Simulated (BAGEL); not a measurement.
# HF/STO-3G (density fitting with cc-pvqz-jkfit) run of CH6BNO2 (SMILES OBNCO)

What is the vertical singlet–triplet gap of CH6BNO2 at HF/STO-3G (density fitting with cc-pvqz-jkfit)? 

The results are computed with BAGEL 1.2.2.

1 further run of the same task is left out (set aside as unsound or not needed).

## Step 1: The structure to begin with

CH6BNO2: 11 atoms, total charge 0, spin state singlet. SMILES: `OBNCO`. The shape is that of a PBE0-D4/def2-TZVP optimisation. This is a higher conformer, about 10 kJ/mol above the lowest found by a separate search.

Bond lengths: O1–B2 1.362 Å, B2–N3 1.416 Å, N3–C4 1.423 Å, C4–O5 1.424 Å, O1–H6 0.965 Å, B2–H7 1.197 Å, N3–H8 1.004 Å, C4–H9 1.100 Å, C4–H10 1.096 Å, O5–H11 0.962 Å. Some angles: O1–B2–N3 121.8°, B2–N3–C4 124.5°, N3–C4–O5 109.1°, O1–B2–H7 118.8°, N3–B2–H7 119.3°, B2–O1–H6 111.4°, B2–N3–H8 119.6°, C4–N3–H8 115.8°, N3–C4–H9 110.6°, N3–C4–H10 109.5°.

## Step 2: The energy at HF/STO-3G (density fitting with cc-pvqz-jkfit)

Contents of input.json:

```json
{ "bagel" : [

{
  "title" : "molecule",
  "basis" : "sto-3g",
  "df_basis" : "cc-pvqz-jkfit",
  "angstrom" : "true",
  "geometry" : [
    { "atom" : "O", "xyz" : [   -0.365300,    1.867300,    0.524000 ] },
    { "atom" : "B", "xyz" : [   -0.151000,    0.776300,    1.310700 ] },
    { "atom" : "N", "xyz" : [    0.041300,   -0.514500,    0.761600 ] },
    { "atom" : "C", "xyz" : [   -0.074500,   -0.827100,   -0.621300 ] },
    { "atom" : "O", "xyz" : [    0.833500,   -0.016400,   -1.360600 ] },
    { "atom" : "H", "xyz" : [   -0.145900,    1.684700,   -0.397300 ] },
    { "atom" : "H", "xyz" : [   -0.135500,    0.915900,    2.499600 ] },
    { "atom" : "H", "xyz" : [    0.344000,   -1.265700,    1.354800 ] },
    { "atom" : "H", "xyz" : [   -1.095800,   -0.629000,   -0.978300 ] },
    { "atom" : "H", "xyz" : [    0.142100,   -1.890000,   -0.774600 ] },
    { "atom" : "H", "xyz" : [    0.672700,   -0.158500,   -2.298200 ] }
  ]
},
{ "title" : "hf" },
{ "title" : "print", "file" : "orbitals.molden", "orbitals" : "true" }

]}
```

Run with:

```console
$ BAGEL_NUM_THREADS=1 BAGEL input.json > input.out
```

Standard output:

```text
* using 1 threads per process

  ===============================================================
  ===============================================================

  *** Geometry ***

  { "atom" : "O", "xyz" : [     -0.690317,      3.528686,      0.990216 ] },
  { "atom" : "B", "xyz" : [     -0.285349,      1.466994,      2.476864 ] },
  { "atom" : "N", "xyz" : [      0.078046,     -0.972264,      1.439215 ] },
  { "atom" : "C", "xyz" : [     -0.140785,     -1.562992,     -1.174087 ] },
  { "atom" : "O", "xyz" : [      1.575087,     -0.030992,     -2.571161 ] },
  { "atom" : "H", "xyz" : [     -0.275711,      3.183622,     -0.750788 ] },
  { "atom" : "H", "xyz" : [     -0.256058,      1.730800,      4.723559 ] },
  { "atom" : "H", "xyz" : [      0.650066,     -2.391826,      2.560201 ] },
  { "atom" : "H", "xyz" : [     -2.070762,     -1.188638,     -1.848719 ] },
  { "atom" : "H", "xyz" : [      0.268530,     -3.571582,     -1.463782 ] },
  { "atom" : "H", "xyz" : [      1.271219,     -0.299522,     -4.342969 ] },

  Number of auxiliary basis functions:      836

  Since a DF basis is specified, we compute 2- and 3-index integrals:
    o Being stored without compression. Storage requirement is 0.006 GB

  Number of basis functions:       31
  Number of electrons      :       40

    * METHOD: MOLECULE                             0.75

  *** RHF ***

  === Nuclear Repulsion ===
   177.5148725843

      * DIIS with orbital gradients will be used.

  === RHF iteration (sto-3g) ===
      0       -266.65871481          0.01861387           0.05
      1       -266.75921579          0.00481484           0.05
      2       -266.76566426          0.00095398           0.05
      3       -266.76608705          0.00016736           0.05
      4       -266.76609699          0.00003668           0.05
      5       -266.76609771          0.00000882           0.05
      6       -266.76609776          0.00000178           0.05
      7       -266.76609776          0.00000051           0.05
      8       -266.76609776          0.00000012           0.06
      9       -266.76609776          0.00000003           0.05
     10       -266.76609776          0.00000001           0.05
    * SCF iteration converged.

    * Permanent dipole moment:
           (    0.121664,     1.002626,     0.838532) a.u.

    * METHOD: HF                                   0.72

    * METHOD: PRINT                                0.00

  ===============================================================
```

Run time: 1.6 s. Hardware: 1 thread of Arm Neoverse V1, shared host; peak memory 0.083 GiB.

## Step 3: The triplet, same level

Contents of hf.json:

```json
{ "bagel" : [

{
  "title" : "molecule",
  "basis" : "sto-3g",
  "df_basis" : "cc-pvqz-jkfit",
  "angstrom" : true,
  "geometry" : [
    { "atom" : "O", "xyz" : [      -0.365300,       1.867300,       0.524000 ] },
    { "atom" : "B", "xyz" : [      -0.151000,       0.776300,       1.310700 ] },
    { "atom" : "N", "xyz" : [       0.041300,      -0.514500,       0.761600 ] },
    { "atom" : "C", "xyz" : [      -0.074500,      -0.827100,      -0.621300 ] },
    { "atom" : "O", "xyz" : [       0.833500,      -0.016400,      -1.360600 ] },
    { "atom" : "H", "xyz" : [      -0.145900,       1.684700,      -0.397300 ] },
    { "atom" : "H", "xyz" : [      -0.135500,       0.915900,       2.499600 ] },
    { "atom" : "H", "xyz" : [       0.344000,      -1.265700,       1.354800 ] },
    { "atom" : "H", "xyz" : [      -1.095800,      -0.629000,      -0.978300 ] },
    { "atom" : "H", "xyz" : [       0.142100,      -1.890000,      -0.774600 ] },
    { "atom" : "H", "xyz" : [       0.672700,      -0.158500,      -2.298200 ] }
  ]
},

{ "title" : "uhf", "charge" : 0, "nopen" : 2 },

{ "title" : "print", "file" : "orbitals.molden", "orbitals" : true }

]}
```

Run with:

```console
$ BAGEL_NUM_THREADS=1 BAGEL hf.json > hf.out
```

Standard output:

```text
* using 1 threads per process

  ===============================================================
  ===============================================================

  *** Geometry ***

  { "atom" : "O", "xyz" : [     -0.690317,      3.528686,      0.990216 ] },
  { "atom" : "B", "xyz" : [     -0.285349,      1.466994,      2.476864 ] },
  { "atom" : "N", "xyz" : [      0.078046,     -0.972264,      1.439215 ] },
  { "atom" : "C", "xyz" : [     -0.140785,     -1.562992,     -1.174087 ] },
  { "atom" : "O", "xyz" : [      1.575087,     -0.030992,     -2.571161 ] },
  { "atom" : "H", "xyz" : [     -0.275711,      3.183622,     -0.750788 ] },
  { "atom" : "H", "xyz" : [     -0.256058,      1.730800,      4.723559 ] },
  { "atom" : "H", "xyz" : [      0.650066,     -2.391826,      2.560201 ] },
  { "atom" : "H", "xyz" : [     -2.070762,     -1.188638,     -1.848719 ] },
  { "atom" : "H", "xyz" : [      0.268530,     -3.571582,     -1.463782 ] },
  { "atom" : "H", "xyz" : [      1.271219,     -0.299522,     -4.342969 ] },

  Number of auxiliary basis functions:      836

  Since a DF basis is specified, we compute 2- and 3-index integrals:
    o Being stored without compression. Storage requirement is 0.006 GB

  Number of basis functions:       31
  Number of electrons      :       40

    * METHOD: MOLECULE                             0.76

  *** Open-shell HF ***

  === Nuclear Repulsion ===
   177.5148725843

      * DIIS with orbital gradients will be used.

  === UHF iteration (sto-3g) ===
      0       -266.30532427          0.04070561           0.11
      1       -266.45551047          0.01248588           0.11
      2       -266.47734839          0.00538586           0.11
      3       -266.48217408          0.00236078           0.11
      4       -266.48499866          0.00107836           0.11
      5       -266.48554013          0.00073526           0.11
      6       -266.48589111          0.00044847           0.11
      7       -266.48603231          0.00013884           0.11
      8       -266.48604417          0.00005160           0.11
      9       -266.48604579          0.00002332           0.11
     10       -266.48604643          0.00001210           0.11
     11       -266.48604658          0.00000542           0.11
     12       -266.48604659          0.00000220           0.11
     13       -266.48604660          0.00000095           0.11
     14       -266.48604660          0.00000048           0.11
     15       -266.48604660          0.00000016           0.11
     16       -266.48604660          0.00000006           0.11
     17       -266.48604660          0.00000003           0.11
     18       -266.48604660          0.00000001           0.11
     19       -266.48604660          0.00000001           0.11
    * SCF iteration converged.

    * S^2 (UHF) is 2.0182

    * Permanent dipole moment:
           (   -0.104800,     2.672562,     1.742101) a.u.

    * METHOD: UHF                                  2.30

    * METHOD: PRINT                                0.00

  ===============================================================
```

Run time: 3.3 s. Hardware: 1 thread of Arm Neoverse V1, shared host; peak memory 0.083 GiB.

## Step 4: Summary of results

Level: HF/STO-3G (density fitting with cc-pvqz-jkfit).

| quantity | value |
| --- | --- |
| singlet: total energy | -266.76610 Eh |
| singlet: dipole moment | 3.34 D |
| singlet: HOMO energy | -8.63 eV |
| singlet: LUMO energy | 9.97 eV |
| singlet: HOMO–LUMO gap | 18.60 eV |
| triplet: total energy | -266.48605 Eh |
| triplet: dipole moment | 8.11 D |
| triplet: ⟨S²⟩ | 2.018 |
| vertical energy of the triplet above the singlet | 7.621 eV |

At this shape the triplet lies 7.62 eV (176 kcal/mol) above the singlet. In a minimal basis such a difference can be off by several eV, whatever the method.
